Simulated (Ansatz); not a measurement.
Working through a test of the smearing width of LaTe, space group Fm-3m

Computed with the Ansatz DFT code, driven from Python.

Run as a notebook:

**Cell 1**
```python
import csv
import warnings

import ansatz as az
```

**Cell 2**
```python
warnings.simplefilter('ignore', az.DeckWarning)
```

**Cell 3**
```python
crystal = (
    az.Lattice.of((0.0, 3.218, 3.218), (3.218, 0.0, 3.218), (3.218, 3.218, 0.0))
    .atom('La', (0.0, 0.0, 0.0))
    .atom('Te', (0.5, 0.5, 0.5))
)
```

**Cell 4**
```python
len(crystal.resolved().sites)
```
Output:
```text
2
```

**Cell 5**
```python
base = (
    crystal.calculation()
    .kpoints(9)
    .functional(az.Functional.R2SCAN)
)
```

**Cell 6**
```python
rows = []
for value in [0.3, 0.2, 0.1, 0.05]:
    r = base.occupations('gaussian', width=value).run(threads=1).report
    rows.append((value, r['free_energy_ev'] / len(r['lattice']['sites']), r['n_iterations'], r['n_kpoints']))

with open('smear.csv', 'w', newline='') as handle:
    writer = csv.writer(handle)
    writer.writerow(['width (eV)', 'F/atom (eV)', 'iterations', 'k-points'])
    writer.writerows([round(v, 5) if isinstance(v, float) else v for v in row] for row in rows)
```

**Cell 7**
```python
# differences from the last row
for row in rows[:-1]:
    shift = 1000 * (row[1] - rows[-1][1])
    print(f'{row[0]}: {shift:+.2f} meV/atom' + ('  (within 5 meV)' if abs(shift) < 5 else ''))
```
Output:
```text
0.3: -12.81 meV/atom
0.2: -5.66 meV/atom
0.1: -1.38 meV/atom  (within 5 meV)
```

`smear.csv`, as written:
```csv
width (eV),F/atom (eV),iterations,k-points
0.3,-6631.59729,7,35
0.2,-6631.59013,7,35
0.1,-6631.58585,7,35
0.05,-6631.58448,7,35
```

Going from 0.05 to 0.3 eV changes F by -12.8 meV an atom. With this scheme F falls roughly as the square of the width; the report's estimate for zero width (energy_sigma0_ev) moves by only -0.1 meV.

Reading the output:
- The free energy holds a sizeable smearing term, which stands for no physical temperature.
- The narrowest width needs the finest mesh, so the last row is no converged reference.
- The structure is a deposited one; some such entries were measured under pressure or heat, so a shift against it needn't be the functional's error alone.
- It ran for 22 s on 1 thread of Intel(R) Xeon(R) Platinum 8259CL CPU @ 2.50GHz (Skylake/Cascade Lake), with other jobs on the host, peak memory 0.59 GiB.
